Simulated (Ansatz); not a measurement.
Runs of Ansatz 0.2.0 on AgB4. It takes space group P6/mmm (No. 191, hexagonal). Conventional cell: a = 3.032 Å, b = 3.032 Å, c = 5.699 Å, α = 90.00°, β = 90.00°, γ = 120.00°. Ag (site symmetry 6/mmm) has 12 B at 2.59 Å as nearest neighbours. B (site symmetry 3m) is surrounded by 4 B at 1.75 to 1.88 Å. The cell was built by a generator and needn't be a form met in nature.

```csv
task,spin,cell,points for each segment of the path,target pressure (GPa),gap on the mesh (eV),pressure (GPa),largest force (eV/Å)
band structure,off,as given,14,-,none,(a),0.04
relaxation of cell and atoms,off,relaxed to 10 GPa,-,10,none,10.0,-
band structure,"SOC, no magnetisation",as given,14,-,none,5.2,0.05
relaxation of cell and atoms,off,relaxed to 2 GPa,-,2,none,2.0,-
relaxation of cell and atoms,off,relaxed to 5 GPa,-,5,none,5.0,-
```

Alike in all rows: level PBE; potentials or basis Ansatz PAW; k mesh 7 × 7 × 4; cutoff (eV) 420; smearing fermi-dirac 0.05 eV.

Task: Fill in the values left out.

Result: (a) 5.3.

Caveats: the plane-wave basis is chosen anew once the cell has moved, so the energies of steps on either side of that aren't comparable (some runs).

A k mesh can miss the band edges, and rows without SOC leave out spin-orbit coupling on Ag.

A gap of «none» marks a metal or a gap under the smearing width.
